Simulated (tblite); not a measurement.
# AsGeH5O3: the cost of one run

Programs: tblite 0.8.0 and PySCF 2.14.0. All values are calculated, for the isolated system unless a continuum is named. Atoms count from 0, parts from 1.

### 1 The system as given

10 atoms, charge 0, multiplicity 1; geometry: distance geometry start.

### 2 Relaxing the cluster with GFN2-xTB

The job: settings as JSON, then the geometry in Å.

```
{"job": {"kind": "relax", "xc": "GFN2-xTB", "basis": "xTB"}, "charge": 0, "multiplicity": 1}
O     -1.507947    -1.413821    -0.538116
Ge    -0.464506    -0.069526    -0.004495
O     -0.445305     0.004942     1.792953
O     -1.031379     1.477715    -0.704969
As     1.812345    -0.483728    -0.703800
H     -1.896646    -1.241457    -1.451118
H     -0.794480     0.878781     2.073632
H     -0.447259     2.229785    -0.471189
H      2.675391     0.474407     0.173635
H      2.142127    -1.934613    -0.190024
```

Method: GFN2-xTB geometry optimisation, gas phase.

Started as:

```bash
$ OMP_NUM_THREADS=1 python cluster_run.py task.json out
```

The driver reads the jobs from task.json and runs them one after another.

Q: Estimate the wall time of this first job on 1 thread of Arm Neoverse V2, shared host.

About 1.4 s.
